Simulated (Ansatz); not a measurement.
# SnO (tin(ii) oxide) at SVWN5/STO-3G

Aim: the vertical electron affinity of SnO (tin(ii) oxide) at SVWN5/STO-3G, from 2 runs. 

Program for the calculation: Ansatz 0.2.0.

55 further runs of the same task are left out: 20 that didn't finish, 35 set aside as unsound or not needed.

**1. The system as given**

The species is SnO (2 atoms), meant as a singlet with charge 0. SMILES: `[O]=[Sn]`. Geometry: a GFN2-xTB relaxation, a rough one for these elements and not checked as a minimum.

Bond lengths: O1–Sn2 1.804 Å.

**2. The energy at SVWN5/STO-3G**

Contents of run.yaml:

```yaml
crystal:
  periodic: [false, false, false]
  atoms:
    - {symbol: O, position_ang: [0.000000, 0.000000, 0.000000]}
    - {symbol: Sn, position_ang: [0.000000, 0.000000, 1.803580]}
basis:
  gaussian:
    orbitals: STO-3G
total_charge: 0
magnetization:
  spin_polarized: false
  initial_magnetization: 0
hamiltonian:
  xc: {name: SVWN5}
accuracy: high
```

Run with:

```
$ ansatz run run.yaml --threads 1 --pin off --max-ram 2610MiB --events-out events.jsonl --progress --plain --runs-dir runs
```

Standard output:

```text
Warning: RAYON_NUM_THREADS=1 ignored (pool sized by the plan → 1); use --threads N
Functional definition: SVWN5
  name "SVWN5"
  exchange = slater_x
  correlation = vwn5_c
568 factors; integrals over basis functions are off by at most 5.0e-9 eV
mean field evaluation 1: about -164166.3598 eV, gradient 3.6e1 eV
mean field evaluation 2: about -164055.1852 eV, gradient 1.3e2 eV
mean field evaluation 4: about -164167.2602 eV, gradient 3.4e1 eV
mean field evaluation 8: about -164167.3204 eV, gradient 3.4e1 eV
mean field evaluation 16: about -164171.6598 eV, gradient 5.6e-7 eV
mean field -164171.65980332 eV, -6033.1972182244 hartree, gradient 4.6e-9 eV, S^2 0.000000; 0 other end points of the search recorded, 0 dependent functions left out
reference -164171.65980475 eV, -6033.1972182768 hartree; 29, 29 occupied and 3, 3 virtual orbitals, 568 factors
Total energy: -164171.65980475 eV, -6033.1972182768 hartree
```

Run time: 0.99 s. Hardware: 1 thread of Arm Neoverse V2, shared host.

**3. The doublet anion at the same level**

run.yaml: that of step 2 with these lines changed.

```diff
@@ -8,6 +8,6 @@
     orbitals: STO-3G
-total_charge: 0
+total_charge: -1
 magnetization:
-  spin_polarized: false
-  initial_magnetization: 0
+  spin_polarized: true
+  initial_magnetization: 1
 hamiltonian:
```

Run with:

```
$ ansatz run run.yaml --threads 1 --pin off --max-ram 2610MiB --events-out events.jsonl --progress --plain --runs-dir runs
```

Standard output:

```text
Warning: RAYON_NUM_THREADS=1 ignored (pool sized by the plan → 1); use --threads N
[... 4 set-up lines as earlier in the session ...]
568 factors; integrals over basis functions are off by at most 5.0e-9 eV
mean field evaluation 1: about -164132.7933 eV, gradient 6.5e1 eV
mean field evaluation 2: about -164126.4441 eV, gradient 3.5e1 eV
mean field evaluation 4: about -164094.6014 eV, gradient 7.1e1 eV
mean field evaluation 8: about -164166.3467 eV, gradient 5.1e-3 eV
mean field evaluation 16: about -164166.3233 eV, gradient 3.7e-1 eV
mean field -164166.31308181 eV, -6033.0007298328 hartree, gradient 7.6e-9 eV, S^2 0.750264; 1 other end points of the search recorded, 0 dependent functions left out
reference -164166.31308318 eV, -6033.0007298832 hartree; 30, 29 occupied and 2, 3 virtual orbitals, 568 factors
Total energy: -164166.31308318 eV, -6033.0007298832 hartree
```

It took 1.9 s on 1 thread of Arm Neoverse V2, shared host; peak memory 0.1 GiB.

**4. Outcome**

At SVWN5/STO-3G:

```
                                         quantity           value
                        singlet SnO: total energy  -6033.19722 Eh
                      doublet anion: total energy  -6033.00073 Eh
                              doublet anion: ⟨S²⟩           0.750
vertical electron affinity (to the doublet anion)       -5.347 eV
```

In words: The anion lies 5.35 eV (123 kcal/mol) above the neutral: the electron isn't bound at this level, and such a value depends on the basis. Without diffuse functions anions come out too high. In a minimal basis such a difference can be off by several eV, whatever the method. Relativity is left out (singlet SnO) although the molecule holds a heavy atom. Relativity is left out (doublet anion) although the molecule holds a heavy atom.
